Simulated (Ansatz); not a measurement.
# F2GeH2S2: small, medium and large basis sets

One table from this session's results is given with a row withheld; the runs are named, their logs left out.

Computed with Ansatz 0.2.0, Gaussian basis. Level: one geometry, several basis sets.

Levels to be run: PBE0-D4/def2-SVP; ωB97M-V/def2-SVP; PBE0-D4/def2-QZVPP; ωB97M-V/def2-QZVPP; the functionals' def2-TZVPP values are taken from earlier runs.

## The geometry

All runs share one geometry, relaxed beforehand with PBE0-D4 in a triple-zeta def2 set.

SMILES `[F][Ge]([F])([SH])[SH]`, 7 atoms, charge 0, spin multiplicity 1.

Atoms are counted from 1 here; the program's logs count them from 0.

Bond lengths: F1–Ge2 1.720 Å, Ge2–F3 1.724 Å, Ge2–S4 2.186 Å, Ge2–S5 2.181 Å, S4–H6 1.345 Å, S5–H7 1.345 Å. Angles: F1–Ge2–F3 103.3°, F1–Ge2–S4 112.9°, F1–Ge2–S5 105.3°, F3–Ge2–S4 106.9°, F3–Ge2–S5 113.2°, S4–Ge2–S5 114.8°, Ge2–S4–H6 91.6°, Ge2–S5–H7 92.0°.

As a file:

```xyz
7
charge 0, multiplicity 1
F     1.0438   -1.5206    1.0711
Ge    0.2107   -0.3882    0.0805
F    -0.9908   -1.3507   -0.6956
S    -0.8441    1.1376    1.2364
S     1.7143    0.3862   -1.2968
H    -1.9365    0.3590    1.3402
H     0.8640    1.3085   -1.7814
```

Set-up of the first run:

Contents of in.yaml:

```yaml
crystal:
  periodic: [false, false, false]
  atoms:
    - {symbol: F, position_ang: [1.043795, -1.520551, 1.071062]}
    - {symbol: Ge, position_ang: [0.210712, -0.388157, 0.080465]}
    - {symbol: F, position_ang: [-0.990809, -1.350665, -0.695574]}
    - {symbol: S, position_ang: [-0.844107, 1.137551, 1.236381]}
    - {symbol: S, position_ang: [1.714279, 0.386174, -1.296829]}
    - {symbol: H, position_ang: [-1.936528, 0.359003, 1.340181]}
    - {symbol: H, position_ang: [0.863958, 1.308546, -1.781385]}
basis:
  gaussian: {orbitals: def2-SVP}
hamiltonian: {xc: pbe0, dispersion: d4}
output: {orbitals: {seedname: orbitals}}
```

Steps of the session up to this table: PBE0-D4 in def2-SVP; ωB97M-V in def2-SVP; PBE0-D4 in def2-QZVPP; ωB97M-V in def2-QZVPP.

One table of the session follows, with a row left open; its other results are not shown here.

It belongs to the step «Density functionals: the series». 

```
functional       basis  HOMO (eV)
   PBE0-D4    def2-SVP      -8.34
   PBE0-D4  def2-TZVPP      -8.44
   PBE0-D4  def2-QZVPP      -8.48
   ωB97M-V    def2-SVP     -10.52
   ωB97M-V  def2-TZVPP     -10.65
   ωB97M-V  def2-QZVPP          ?
```

**Question.** Estimate the row for ωB97M-V, def2-QZVPP.

As computed: HOMO (eV): -10.69. In the column «HOMO (eV)» it is the lowest.
